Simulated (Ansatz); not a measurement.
# AlSi16: the cost of one run

Program: Ansatz 0.2.0. Level of theory: DFT PBEsol, plane waves, PAW, scalar-relativistic, collinear spin. These are calculated values, not measurements.

## 1. The structure to begin with

The cell holds 17 atoms (AlSi16): a = 7.679 Å, b = 7.679 Å, c = 7.679 Å, α = 60.00°, β = 60.00°, γ = 60.00°.

Coordinates:

```xyz
17
Lattice="0.0000 5.4300 5.4300 5.4300 0.0000 5.4300 5.4300 5.4300 0.0000" Properties=species:S:1:pos:R:3 pbc="T T T"
Si    0.0000    0.0000    0.0000
Si    1.3575    1.3575    1.3575
Si    2.7150    2.7150    0.0000
Si    4.0725    4.0725    1.3575
Si    2.7150    0.0000    2.7150
Si    4.0725    1.3575    4.0725
Si    5.4300    2.7150    2.7150
Si    6.7875    4.0725    4.0725
Si    0.0000    2.7150    2.7150
Si    1.3575    4.0725    4.0725
Si    2.7150    5.4300    2.7150
Si    4.0725    6.7875    4.0725
Si    2.7150    2.7150    5.4300
Si    4.0725    4.0725    6.7875
Si    5.4300    5.4300    5.4300
Si    6.7875    6.7875    6.7875
Al    3.3879    6.1701    6.1092
```

## 2. Preparing the start

Contents of input.yaml:

```yaml
crystal:
  lattice:
    - [0.0, 5.43, 5.43]
    - [5.43, 0.0, 5.43]
    - [5.43, 5.43, 0.0]
  atoms:
    - { symbol: Si, position: [0.0, 0.0, 0.0] }
    - { symbol: Si, position: [0.125, 0.125, 0.125] }
    - { symbol: Si, position: [0.0, 0.0, 0.5] }
    - { symbol: Si, position: [0.125, 0.125, 0.625] }
    - { symbol: Si, position: [0.0, 0.5, 0.0] }
    - { symbol: Si, position: [0.125, 0.625, 0.125] }
    - { symbol: Si, position: [0.0, 0.5, 0.5] }
    - { symbol: Si, position: [0.125, 0.625, 0.625] }
    - { symbol: Si, position: [0.5, 0.0, 0.0] }
    - { symbol: Si, position: [0.625, 0.125, 0.125] }
    - { symbol: Si, position: [0.5, 0.0, 0.5] }
    - { symbol: Si, position: [0.625, 0.125, 0.625] }
    - { symbol: Si, position: [0.5, 0.5, 0.0] }
    - { symbol: Si, position: [0.625, 0.625, 0.125] }
    - { symbol: Si, position: [0.5, 0.5, 0.5] }
    - { symbol: Si, position: [0.625, 0.625, 0.625] }
    - { symbol: Al, position: [0.8187391, 0.3063476, 0.3175681], spin: 1.0 }
magnetization:
  spin_polarized: true
basis:
  ecutwfc: 420.0
kpoints:
  mp_grid: { grid: [2, 2, 2] }
hamiltonian:
  xc: pbesol
  pseudopotentials: { kind: paw, azcp: { folder: soft_1 } }
scf:
  occupations: { method: fermi_dirac, width: 0.05 }
  lower_state_search: "off"
relax:
  f_tol: 0.08
  max_steps: 25
  adjacent_minimum: "off"
```

Started as:

```
ansatz run input.yaml --threads 1 --pin off --max-ram 3072MiB --backend cpu --events-out ev --progress --plain --runs-dir out
```

Q: Estimate wall time and peak memory on 1 thread of Arm Neoverse V1, shared host.

About 2.1 min, with a peak of 0.66 GiB.
